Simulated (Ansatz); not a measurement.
**C₂H₈N₂Si: basis-set convergence**

The task here is to estimate one member of a computed series from the others.

Method: one geometry, several basis sets; program: Ansatz 0.2.0, Gaussian basis.

Plan: PBE0-D4/def2-SVP; ωB97M-V/def2-SVP; PBE0-D4/def2-QZVPP; ωB97M-V/def2-QZVPP; the functionals' def2-TZVPP values are taken from earlier runs.

### The relaxed structure

All runs share one geometry, relaxed beforehand with PBE0-D4 in a triple-zeta def2 set.

SMILES `NC1NC[SiH2]1`, 13 atoms, charge 0, spin multiplicity 1.

Atoms are counted from 1 here; the program's logs count them from 0.

Bond lengths: N1–C2 1.422 Å, N1–H6 1.011 Å, N1–H7 1.012 Å, C2–N3 1.515 Å, C2–Si5 1.897 Å, C2–H8 1.095 Å, N3–C4 1.492 Å, N3–H9 1.015 Å, C4–Si5 1.888 Å, C4–H10 1.090 Å, C4–H11 1.093 Å, Si5–H12 1.495 Å, Si5–H13 1.494 Å. Angles: C2–N1–H6 113.0°, C2–N1–H7 112.6°, H6–N1–H7 109.2°, N1–C2–N3 117.9°, N1–C2–Si5 121.9°, N1–C2–H8 108.4°, N3–C2–Si5 87.4°, N3–C2–H8 106.9°, Si5–C2–H8 112.4°, C2–N3–C4 101.6°, C2–N3–H9 107.4°, C4–N3–H9 108.9°, N3–C4–Si5 88.4°, N3–C4–H10 113.3°, N3–C4–H11 110.5°, Si5–C4–H10 119.4°, Si5–C4–H11 115.7°, H10–C4–H11 108.1° and more.

Set-up of the first run:

Input file in.yaml:

```yaml
crystal:
  periodic: [false, false, false]
  atoms:
    - {symbol: N, position_ang: [-1.959486, 0.072025, 0.467251]}
    - {symbol: C, position_ang: [-0.763093, -0.391558, -0.144790]}
    - {symbol: N, position_ang: [0.016096, 0.582714, -1.004121]}
    - {symbol: C, position_ang: [1.421279, 0.146776, -0.754782]}
    - {symbol: Si, position_ang: [0.830998, -0.659716, 0.847346]}
    - {symbol: H, position_ang: [-1.801616, 0.825688, 1.122563]}
    - {symbol: H, position_ang: [-2.656746, 0.358584, -0.208398]}
    - {symbol: H, position_ang: [-1.008809, -1.249000, -0.780006]}
    - {symbol: H, position_ang: [-0.116700, 1.508520, -0.608710]}
    - {symbol: H, position_ang: [2.128276, 0.974970, -0.708720]}
    - {symbol: H, position_ang: [1.753189, -0.540131, -1.537296]}
    - {symbol: H, position_ang: [1.302189, -1.985506, 1.352245]}
    - {symbol: H, position_ang: [0.874923, 0.322036, 1.972218]}
basis:
  gaussian: {orbitals: def2-SVP}
hamiltonian: {xc: pbe0, dispersion: d4}
output: {orbitals: {seedname: orbitals}}
```

Steps of the session up to this table: PBE0-D4 in def2-SVP; ωB97M-V in def2-SVP; PBE0-D4 in def2-QZVPP; ωB97M-V in def2-QZVPP.

One table of the session follows, with a row left open; its other results are not shown here.

It belongs to the step «Density functionals: the series». 

```
functional       basis  HOMO (eV)  LUMO (eV)
   PBE0-D4    def2-SVP      -5.81       0.70
   PBE0-D4  def2-TZVPP      -6.02       0.18
   PBE0-D4  def2-QZVPP      -6.07       0.02
   ωB97M-V    def2-SVP      -8.07       2.56
   ωB97M-V  def2-TZVPP      -8.29       1.76
   ωB97M-V  def2-QZVPP          ?          ?
```

Estimate the missing values for ωB97M-V, def2-QZVPP.

The run gave: HOMO (eV): -8.34; LUMO (eV): 1.37. In the column «HOMO (eV)» it is the lowest.
